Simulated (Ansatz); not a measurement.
# C₂H₅GeN: how energies converge with the basis set

The task here is to estimate one member of a computed series from the others.

Method: one geometry, several basis sets; program: Ansatz 0.2.0, Gaussian basis.

The runs, in order: PBE0-D4/def2-SVP; ωB97M-V/def2-SVP; PBE0-D4/def2-QZVPP; ωB97M-V/def2-QZVPP; the functionals' def2-TZVPP values are taken from earlier runs.

## The relaxed structure

An earlier PBE0-D4 in a triple-zeta def2 set relaxation fixed the geometry.

SMILES `C1=[N][GeH2][CH2]1`, 9 atoms, charge 0, spin multiplicity 1.

Atoms are counted from 1 here; the program's logs count them from 0.

Bond lengths: C1–N2 1.278 Å, C1–C4 1.512 Å, C1–H5 1.098 Å, N2–Ge3 1.910 Å, Ge3–C4 1.983 Å, Ge3–H6 1.538 Å, Ge3–H7 1.538 Å, C4–H8 1.092 Å, C4–H9 1.092 Å. Angles: N2–C1–C4 114.8°, N2–C1–H5 121.7°, C4–C1–H5 123.5°, C1–N2–Ge3 89.9°, N2–Ge3–C4 74.4°, N2–Ge3–H6 115.0°, N2–Ge3–H7 115.0°, C4–Ge3–H6 118.6°, C4–Ge3–H7 118.6°, H6–Ge3–H7 110.9°, C1–C4–Ge3 80.9°, C1–C4–H8 114.5°, C1–C4–H9 114.5°, Ge3–C4–H8 117.9°, Ge3–C4–H9 117.9°, H8–C4–H9 108.9°.

Coordinates:

```xyz
9
charge 0, multiplicity 1
C    -0.1868   -0.5497   -1.0751
N     1.0359   -0.1825   -1.1415
Ge    0.9039    0.5606    0.6130
C    -0.8854   -0.1971    0.2185
H    -0.6756   -1.0795   -1.9034
H     1.0565    2.0891    0.6841
H     1.7760   -0.1270    1.6767
H    -1.7205    0.4974    0.1070
H    -1.2156   -1.0577    0.8037
```

Set-up of the first run:

in.yaml

```yaml
crystal:
  periodic: [false, false, false]
  atoms:
    - {symbol: C, position_ang: [-0.186793, -0.549715, -1.075063]}
    - {symbol: N, position_ang: [1.035909, -0.182485, -1.141527]}
    - {symbol: Ge, position_ang: [0.903932, 0.560555, 0.613007]}
    - {symbol: C, position_ang: [-0.885366, -0.197111, 0.218468]}
    - {symbol: H, position_ang: [-0.675603, -1.079484, -1.903385]}
    - {symbol: H, position_ang: [1.056471, 2.089143, 0.684061]}
    - {symbol: H, position_ang: [1.776040, -0.127037, 1.676749]}
    - {symbol: H, position_ang: [-1.720495, 0.497355, 0.107037]}
    - {symbol: H, position_ang: [-1.215593, -1.057721, 0.803652]}
basis:
  gaussian: {orbitals: def2-SVP}
hamiltonian: {xc: pbe0, dispersion: d4}
output: {orbitals: {seedname: orbitals}}
```

On the command line:

```
$ ansatz run in.yaml --threads 2 --pin off --events-out ev --progress --plain --max-ram 4352MiB
```

Steps of the session up to this table: PBE0-D4 in def2-SVP; ωB97M-V in def2-SVP; PBE0-D4 in def2-QZVPP; ωB97M-V in def2-QZVPP.

One of the session's tables, all rows but one given; the rest of the session is left out.

It belongs to the step «Functionals by basis». 

| functional | basis | HOMO (eV) | LUMO (eV) |
| --- | --- | --- | --- |
| PBE0-D4 | def2-SVP | -6.86 | -0.12 |
| PBE0-D4 | def2-TZVPP | ? | ? |
| PBE0-D4 | def2-QZVPP | -7.01 | -0.33 |
| ωB97M-V | def2-SVP | -9.15 | 2.07 |
| ωB97M-V | def2-TZVPP | -9.28 | 1.77 |
| ωB97M-V | def2-QZVPP | -9.31 | 1.24 |

Q: Estimate the row for PBE0-D4, def2-TZVPP from the others.

As computed: HOMO (eV): -6.99; LUMO (eV): -0.28. In the column «HOMO (eV)» it lies between PBE0-D4, def2-QZVPP (-7.01) and PBE0-D4, def2-SVP (-6.86).
